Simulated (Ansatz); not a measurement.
# Te (Te, hcp): the cost of one run

Method: DFT r2SCAN, plane waves (500 eV) with PAW, scalar-relativistic; PBE-made PAW files, in Ansatz 0.2.0.

## Step 1: The structure to begin with

The structure is hexagonal, space group P6_3/mmc (No. 194). The conventional cell has a = 3.442 Å, b = 3.442 Å, c = 5.621 Å, α = 90.00°, β = 90.00°, γ = 120.00°. Around Te (site symmetry -6m2) lie 12 Te at 3.44 Å.

Structure file:

```
Te
1.0
     3.44206    0.00000    0.00000
    -1.72103    2.98092    0.00000
     0.00000    0.00000    5.62089
Te
2
Direct
  0.33333 0.66667 0.25000
  0.66667 0.33333 0.75000
```

## Step 2: Geometry optimisation

input.yaml reads:

```yaml
crystal:
  lattice:
    - [3.4420649897, 0.0, 0.0]
    - [-1.7210324948, 2.9809157225, 0.0]
    - [0.0, 0.0, 5.6208921281]
  atoms:
    - { symbol: Te, position: [0.3333333333, 0.6666666667, 0.25] }
    - { symbol: Te, position: [0.6666666667, 0.3333333333, 0.75] }
hamiltonian:
  xc: r2scan
  pseudopotentials:
    kind: paw
    azcp:
      Te: "pseudopotentials/Te.paw.azcp"
basis:
  ecutwfc: 500
  fft_grid_basis: typed
kpoints:
  mp_grid: { grid: [11, 11, 6], shift: [0, 0, 0] }
magnetization:
  spin_polarized: false
scf:
  occupations: { method: fermi_dirac, width: 0.1 }
relax:
  max_steps: 60
  f_tol: 0.01
  cell: {}
```

Started as:

```sh
> ansatz run input.yaml --threads 1 --pin off --max-ram 3584MiB --backend cpu --events-out ev --progress --plain --runs-dir out
```

Q: Estimate wall time and peak memory on 1 thread of Intel Xeon Platinum 8259CL at 2.50GHz (Skylake/Cascade Lake), shared host.

About 2.2 min, with a peak of 0.7 GiB.
